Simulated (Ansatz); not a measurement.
Run this with Ansatz 0.2.0, Python API and show what comes out.

The script, `torsion_c2h6bf.py`:
```python
"""Energy of C2H6BF as one group turns about a bond."""

import ansatz as az
from ase import Atoms

BASIS = "def2-SVP"
XC = "B3LYP"
FORCE_TOL = 0.02

atoms = Atoms(["B", "C", "C", "F", "H", "H", "H", "H", "H", "H"], positions=[
    (-0.6106, 1.1198, -0.5565),
    (-0.124, -0.3368, -0.5014),
    (0.5875, -0.6018, 0.7921),
    (-1.1158, -1.1924, -0.6166),
    (-1.247, 1.5256, -1.5409),
    (-0.4743, 1.9337, 0.3227),
    (0.5965, -0.4994, -1.3503),
    (1.0233, -1.6352, 0.8094),
    (-0.0517, -0.4391, 1.7182),
    (1.4991, 0.0744, 0.9263),
])

# relax first, so that the scan starts from a minimum
first = (
    az.Crystal.molecule_from_ase(atoms).calculation()
    .basis(gaussian=BASIS)
    .functional(XC)
    .relax(force_tolerance=FORCE_TOL, max_steps=80)
)
atoms.positions = first.run().report["positions_ang"]

start = atoms.get_dihedral(0, 1, 2, 7)
energies = {}
for turn in range(0, 121, 20):
    turned = atoms.copy()
    turned.set_dihedral(0, 1, 2, 7, start + turn, indices=[2, 7, 8, 9])
    setup = (
        az.Crystal.molecule_from_ase(turned).calculation()
        .basis(gaussian=BASIS)
        .functional(XC)
    )
    energies[round((start + turn) % 360)] = setup.run().report["free_energy_ev"]
floor = min(energies.values())
print("dihedral B0-C1-C2-H7 (deg)   E - E(min) (kcal/mol)")
for angle, e in sorted(energies.items()):
    print(f"{angle:8d} {23.060548 * (e - floor):14.3f}  " + "#" * int(30 * (e - floor) / max(max(energies.values()) - floor, 1e-9)))
```

```console
$ python torsion_c2h6bf.py
dihedral B0-C1-C2-H7 (deg)   E - E(min) (kcal/mol)
     182          0.000
     202          0.929  #######
     222          2.826  ######################
     242          3.814  ##############################
     262          2.866  ######################
     282          0.975  #######
     302          0.034
```

Caveats:
- These settings explore the input space; basis and method may be short of convergence.
- The scan is rigid and the energies are electronic, in a modest basis. With rigid groups the curve can differ much from the relaxed path, the start wasn't checked as a minimum of this torsion, and equivalent turns needn't return to the same energy.
- b3lyp holds the VWN-RPA fit, as in Gaussian; the form of ORCA and Turbomole is b3lyp5.
- Timing: 56 s on 1 thread of Arm Neoverse V1, on a shared host, peak memory 0.24 GiB.
